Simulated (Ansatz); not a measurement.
# CH₅AlO₂Si: how energies converge with the basis set

An exercise on one series of results from a longer session: the logs are not shown, and one member is left open.

The runs use Ansatz 0.2.0, Gaussian basis; one geometry, several basis sets.

Plan: PBE0-D4/def2-SVP; ωB97M-V/def2-SVP; PBE0-D4/def2-QZVPP; ωB97M-V/def2-QZVPP; the functionals' def2-TZVPP values are taken from earlier runs.

## The relaxed structure

An earlier PBE0-D4 in a triple-zeta def2 set relaxation fixed the geometry.

10 atoms, charge 0, spin multiplicity 1.

Atoms are counted from 1 here; the program's logs count them from 0.

Bond lengths: O1–C2 1.569 Å, O1–Al4 1.923 Å, O1–H6 0.965 Å, C2–Si3 1.894 Å, C2–Al4 1.953 Å, C2–H7 1.085 Å, Si3–Al4 2.319 Å, Si3–H8 1.497 Å, Si3–H9 1.488 Å, Al4–O5 1.692 Å, O5–H10 0.954 Å. Angles: C2–O1–Al4 67.1°, C2–O1–H6 106.5°, Al4–O1–H6 111.2°, O1–C2–Si3 104.0°, O1–C2–Al4 65.1°, O1–C2–H7 108.4°, Si3–C2–Al4 74.1°, Si3–C2–H7 129.4°, Al4–C2–H7 155.6°, C2–Si3–Al4 54.1°, C2–Si3–H8 123.3°, C2–Si3–H9 104.5°, Al4–Si3–H8 138.0°, Al4–Si3–H9 111.5°, H8–Si3–H9 109.2°, O1–Al4–C2 47.8°, O1–Al4–Si3 79.7°, O1–Al4–O5 113.8° and more.

The first run:

File in.yaml:

```yaml
crystal:
  periodic: [false, false, false]
  atoms:
    - {symbol: O, position_ang: [0.997844, 0.689289, 0.843381]}
    - {symbol: C, position_ang: [-0.389500, -0.030648, 0.983762]}
    - {symbol: Si, position_ang: [-0.157088, -1.660060, 0.046010]}
    - {symbol: Al, position_ang: [0.097334, 0.467756, -0.841129]}
    - {symbol: O, position_ang: [0.118199, 1.851503, -1.814107]}
    - {symbol: H, position_ang: [0.878687, 1.582888, 1.187557]}
    - {symbol: H, position_ang: [-0.763657, 0.138419, 1.988278]}
    - {symbol: H, position_ang: [0.715517, -2.773354, 0.535438]}
    - {symbol: H, position_ang: [-1.538367, -2.173335, -0.157938]}
    - {symbol: H, position_ang: [0.124029, 1.856342, -2.768451]}
basis:
  gaussian: {orbitals: def2-SVP}
hamiltonian: {xc: pbe0, dispersion: d4}
output: {orbitals: {seedname: orbitals}}
```

Steps of the session up to this table: PBE0-D4 in def2-SVP; ωB97M-V in def2-SVP; PBE0-D4 in def2-QZVPP; ωB97M-V in def2-QZVPP.

One table of the session follows, with a row left open; its other results are not shown here.

It belongs to the step «Functionals by basis». 

```
functional       basis  HOMO (eV)
   PBE0-D4    def2-SVP          ?
   PBE0-D4  def2-TZVPP      -5.98
   PBE0-D4  def2-QZVPP      -6.01
   ωB97M-V    def2-SVP      -7.94
   ωB97M-V  def2-TZVPP      -8.04
   ωB97M-V  def2-QZVPP      -8.08
```

**Question.** Estimate the row for PBE0-D4, def2-SVP.

The run gave: HOMO (eV): -5.90. In the column «HOMO (eV)» it is the highest.
